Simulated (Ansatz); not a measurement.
TiOs3 under changes of volume

One of the cells (14.690 Å³/atom); the others are scaled copies at fixed shape and fractional positions:

```
Os Ti
1.0
     3.88773    0.00000    0.00000
     0.00000    3.88773    0.00000
     0.00000    0.00000    3.88773
Os Ti
3 1
Direct
  0.00000 0.50000 0.50000
  0.50000 0.00000 0.50000
  0.50000 0.50000 0.00000
  0.00000 0.00000 0.00000
```

The cell comes from a database or a generator and needn't be the stable form of this composition.

| Item | Value |
| --- | --- |
| Program | Ansatz 0.2.0 |
| Functional | PBE |
| Potentials or basis | Ansatz PAW |
| Cutoff | 420 eV (not typed: the program's choice for these potentials) |
| k mesh | 7 × 7 × 7 |
| Occupations | fermi-dirac, width 0.05 eV |
| Spin | no spin polarisation |

```tsv
volume (Å³/atom)	energy over the lowest point (meV/atom)	pressure (GPa)
13.809	?	?
14.103	19.06	12.2
14.396	3.40	5.2
14.690	0.00	-1.2
14.984	7.59	-6.8
15.278	25.02	-11.9
15.572	51.21	-16.4
```

Task: What does the run at 13.809 Å³/atom give?

Result: Energy over the lowest point 48.46 meV/atom; pressure 20.2 GPa.

Worked out: A Birch-Murnaghan fit of order 3 (a polynomial in V^(-2/3)) to the other rows has its minimum at 14.63 Å³/atom with B0 = V·E''(V) = 305 GPa and B' = 4.7. It gives 48.56 meV/atom at 13.809 Å³/atom, against the run's 48.46, and -dE/dV = 20.1 GPa, against 20.2.

Energies are extrapolated to zero smearing.
